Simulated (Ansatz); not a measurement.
# CH6OSiSn: up Jacob's ladder to CCSD(T)

An exercise on one series of results from a longer session: the logs are not shown, and one member is left open.

Computed with Ansatz 0.2.0, Gaussian basis. Level: functionals in def2-TZVPP, the program's frozen cores in correlated methods.

The runs, in order: LDA (SPW92), PBE-D4, revPBE-D4, BLYP-D4, r2SCAN-D4, B97M-V, PBE0-D4, B3LYP-D4, r2SCANh-D4, r2SCAN0-D4, HSE06-D4, BHLYP-D4, CAM-B3LYP-D4, LC-ωPBE, ωB97X-V, ωB97M-V, B2PLYP, PBE-QIDH; CCSD(T)/def2-SVP; CCSD(T)/def2-TZVPP; MP2/def2-QZVPP; extrapolation to the limit; RPA on PBE.

**Structure used throughout**

All runs share one geometry, relaxed beforehand with PBE0-D4 in a triple-zeta def2 set. Sn takes the def2 core potential; no spin-orbit term is included.

SMILES `[SnH3][CH]1O[SiH2]1`, 10 atoms, charge 0, spin multiplicity 1.

Atoms are counted from 1 here; the program's logs count them from 0.

Bond lengths: Sn1–C2 2.141 Å, Sn1–H5 1.707 Å, Sn1–H6 1.707 Å, Sn1–H7 1.709 Å, C2–O3 1.490 Å, C2–Si4 1.805 Å, C2–H8 1.091 Å, O3–Si4 1.662 Å, Si4–H9 1.479 Å, Si4–H10 1.479 Å. Angles: C2–Sn1–H5 108.2°, C2–Sn1–H6 110.2°, C2–Sn1–H7 109.1°, H5–Sn1–H6 109.8°, H5–Sn1–H7 109.9°, H6–Sn1–H7 109.7°, Sn1–C2–O3 114.0°, Sn1–C2–Si4 124.4°, Sn1–C2–H8 115.0°, O3–C2–Si4 59.7°, O3–C2–H8 111.4°, Si4–C2–H8 117.9°, C2–O3–Si4 69.6°, C2–Si4–O3 50.7°, C2–Si4–H9 122.2°, C2–Si4–H10 121.7°, O3–Si4–H9 116.5°, O3–Si4–H10 117.1° and more.

The first run:

Input file in.yaml:

```yaml
crystal:
  periodic: [false, false, false]
  atoms:
    - {symbol: Sn, position_ang: [-0.285092, 1.646049, 0.275927]}
    - {symbol: C, position_ang: [-0.355976, -0.485835, 0.458917]}
    - {symbol: O, position_ang: [0.948324, -1.106231, 0.823666]}
    - {symbol: Si, position_ang: [0.455036, -1.633733, -0.673410]}
    - {symbol: H, position_ang: [0.941684, 2.043335, -0.842574]}
    - {symbol: H, position_ang: [0.059791, 2.357124, 1.789117]}
    - {symbol: H, position_ang: [-1.795801, 2.208013, -0.292977]}
    - {symbol: H, position_ang: [-1.167062, -0.868430, 1.080052]}
    - {symbol: H, position_ang: [0.057586, -3.054451, -0.773308]}
    - {symbol: H, position_ang: [1.224712, -1.156942, -1.842410]}
basis:
  gaussian: {orbitals: def2-TZVPP}
hamiltonian: {xc: lda}
output: {orbitals: {seedname: orbitals}}
```

The run is started by

```bash
ansatz run in.yaml --threads 4 --pin off --events-out ev --progress --plain --max-ram 10444MiB
```

Among the steps run: LDA; PBE-D4 (GGA); revPBE-D4 (GGA); BLYP-D4 (GGA); r2SCAN-D4 (meta-GGA); B97M-V (meta-GGA); PBE0-D4 (hybrid); B3LYP-D4 (hybrid); r2SCANh-D4 (hybrid); r2SCAN0-D4 (hybrid); HSE06-D4 (hybrid); BHLYP-D4 (hybrid); CAM-B3LYP-D4 (range-separated); LC-ωPBE (range-separated); ωB97X-V (range-separated); ωB97M-V (range-separated); B2PLYP (double hybrid); PBE-QIDH (double hybrid).

One table of the session follows, with a row left open; its other results are not shown here.

It belongs to the step «Frontier levels by functional». 

```
  functional  HOMO (eV)  gap (eV)
 LDA (SPW92)      -6.29      4.53
      PBE-D4      -6.13      4.57
   revPBE-D4      -6.07      4.59
     BLYP-D4          ?         ?
   r2SCAN-D4      -6.36      5.09
      B97M-V      -6.46      5.04
     PBE0-D4      -7.36      6.64
    B3LYP-D4      -7.14      6.18
  r2SCANh-D4      -6.83      5.85
  r2SCAN0-D4      -7.52      6.97
    HSE06-D4      -6.97      5.87
    BHLYP-D4      -8.47      8.56
CAM-B3LYP-D4      -8.67      8.90
     LC-ωPBE      -9.97     11.37
     ωB97X-V      -9.64     10.88
     ωB97M-V      -9.54     10.48
```

Q: Estimate the row for BLYP-D4 from the others.

Worked estimate for «HOMO (eV)». Against the share of exact exchange, B3LYP-D4 (0.2, -7.14), BHLYP-D4 (0.5, -8.47) give a slope of -4.43 per unit share; at 0 the line stands at -6.25.

**Answer.** HOMO (eV): -6.00; gap (eV): 4.53. In «HOMO (eV)» the line misses by -0.25.
